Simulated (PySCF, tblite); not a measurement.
# cyclohexanol (C6H12O): infrared bands and NMR shifts

Wanted: the infrared bands and NMR shifts of cyclohexanol (C6H12O) (`OC1CCCCC1`), by calculation.

Computed with tblite 0.8.0 and PySCF 2.14.0, with density-fitted response routines of our own, on a single molecule in the gas phase. Atoms count from 0, in the outputs and in this text.

**1. The molecule as given**

19 atoms, charge 0, multiplicity 1; geometry from: GFN2-xTB.

Bonds of the start (Å): O0–C1 1.41, C1–C2 1.53, C2–C3 1.53, C3–C4 1.53, C4–C5 1.53, C5–C6 1.53, C6–C1 1.53, O0–H7 0.96, C1–H8 1.10, C2–H9 1.09, C2–H10 1.09, C3–H11 1.09, C3–H12 1.09, C4–H13 1.09, C4–H14 1.09, C5–H15 1.09, C5–H16 1.09, C6–H17 1.09, C6–H18 1.09.

**2. Vibrational analysis with GFN2-xTB**

What the job is given:

```
{"job": {"kind": "ir", "xc": "GFN2-xTB", "basis": "xTB"}, "charge": 0, "multiplicity": 1}
O      2.504494     0.837175     0.145365
C      1.175428     0.443104     0.411761
C      0.159865     1.339374    -0.303295
C     -1.265511     0.925346     0.048509
C     -1.505513    -0.535829    -0.319513
C     -0.496643    -1.434789     0.389379
C      0.928940    -1.021453     0.037335
H      2.662708     0.752272    -0.802023
H      1.066675     0.563346     1.495191
H      0.309358     1.255551    -1.384142
H      0.334679     2.379052    -0.020528
H     -1.426554     1.060033     1.120314
H     -1.975511     1.564670    -0.479798
H     -2.520764    -0.827123    -0.043251
H     -1.405253    -0.658995    -1.400678
H     -0.638659    -1.356940     1.469649
H     -0.658525    -2.476140     0.103639
H      1.091845    -1.147543    -1.037557
H      1.649135    -1.651860     0.562182
```

**Question.** This job is followed by: GIAO PBE0/pcSseg-1 NMR shielding, non-relativistic, gas phase. Predict these results of the whole session: strongest single infrared mode (GFN2-xTB); zero-point energy (GFN2-xTB); ¹³C shifts against TMS (PBE0/pcSseg-1, means over atoms taken as alike); ¹H shifts against TMS (PBE0/pcSseg-1, means over atoms taken as alike); ¹⁷O shifts against H2O (PBE0/pcSseg-1).

**Answer**, as computed:

```
                                                               quantity                                                value
                              strongest single infrared mode (GFN2-xTB)                                1075 cm⁻¹, 140 km/mol
                                           zero-point energy (GFN2-xTB)                                       107.8 kcal/mol
¹³C shifts against TMS (PBE0/pcSseg-1, means over atoms taken as alike)                           75.1, 41.9, 29.9, 29.4 ppm
 ¹H shifts against TMS (PBE0/pcSseg-1, means over atoms taken as alike)  3.36, 2.19, 1.82, 1.65, 1.27, 1.00, 0.79, -0.12 ppm
                                 ¹⁷O shifts against H2O (PBE0/pcSseg-1)                                             77.9 ppm
```

What this shows: No mode is imaginary among the 51: a minimum at this level. The strongest single mode, at 1075 cm⁻¹, is carried by O0, C1, H8. Unscaled tight-binding wavenumbers are off by several per cent, some by more. Its intensities can rank the bands wrongly. H8 (hydrogen on an sp3 CH bonded to O) lies farthest downfield among hydrogen, at 3.36 ppm; its carbon carries O, an electronegative neighbour. At PBE0/pcSseg-1: The widest tensor belongs to C1: span 60 ppm, with a paramagnetic part of -133 ppm.
